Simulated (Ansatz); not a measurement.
CH5ClGeOSi, SMILES [SiH3][Ge]1([Cl])[CH2][O]1, a rigid torsion scan

Program: Ansatz's Python interface.

Interactive session:
```pycon
>>> import warnings
>>> import ansatz as az
>>> from ase import Atoms
>>> warnings.simplefilter("ignore", az.DeckWarning)
>>> atoms = Atoms(["Si", "Ge", "Cl", "C", "O", "H", "H", "H", "H", "H"], positions=[
...     (-1.5026, -0.9824, -0.2872),
...     (0.5477, -0.321, 0.4376),
...     (1.9654, -1.8967, 0.7358),
...     (1.229, 1.5154, 0.2951),
...     (1.2501, 0.795, -0.8703),
...     (-2.4513, 0.2394, -0.2367),
...     (-1.4332, -1.4109, -1.6834),
...     (-2.0336, -1.9965, 0.5501),
...     (0.3592, 2.2893, 0.2977),
...     (2.1524, 1.7171, 0.7643),
... ])
>>> # relax first, so that the scan starts from a minimum
>>> first = (
...     az.Crystal.molecule_from_ase(atoms).calculation()
...     .basis(gaussian="def2-SVP")
...     .functional("pbe")
...     .relax(force_tolerance=0.02, max_steps=80)
... )
>>> atoms.positions = first.run(threads=1).report["positions_ang"]
>>> start = atoms.get_dihedral(2, 1, 0, 5)
>>> energies = {}
>>> for turn in range(0, 121, 20):
...     turned = atoms.copy()
...     turned.set_dihedral(2, 1, 0, 5, start + turn, indices=[0, 5, 6, 7])
...     setup = (
...         az.Crystal.molecule_from_ase(turned).calculation()
...         .basis(gaussian="def2-SVP")
...         .functional("pbe")
...     )
...     energies[round((start + turn) % 360)] = setup.run(threads=1).report["free_energy_ev"]
...
>>> floor = min(energies.values())
>>> print("dihedral Cl2-Ge1-Si0-H5 (deg)   E - E(min) (eV)")
dihedral Cl2-Ge1-Si0-H5 (deg)   E - E(min) (eV)
>>> for angle, e in sorted(energies.items()):
...     print(f"{angle:8d} {(e - floor):14.3f}  " + "#" * int(30 * (e - floor) / max(max(energies.values()) - floor, 1e-9)))
...
     188          0.000
     208          0.030  ######
     228          0.093  #####################
     248          0.133  ##############################
     268          0.110  ########################
     288          0.048  ##########
     308          0.013  ##
```

The lowest point is at 188° and the highest at 248°, 0.133 eV (12.8 kJ/mol) above it, with the rest of the molecule held.

The scan is rigid and the energies are electronic, in a modest basis. With rigid groups the curve can differ much from the relaxed path, the start wasn't checked as a minimum of this torsion, and equivalent turns needn't return to the same energy. Wall time of the script: 2.6 min on 1 thread of Arm Neoverse V1 (shared host), peak memory 0.25 GiB.
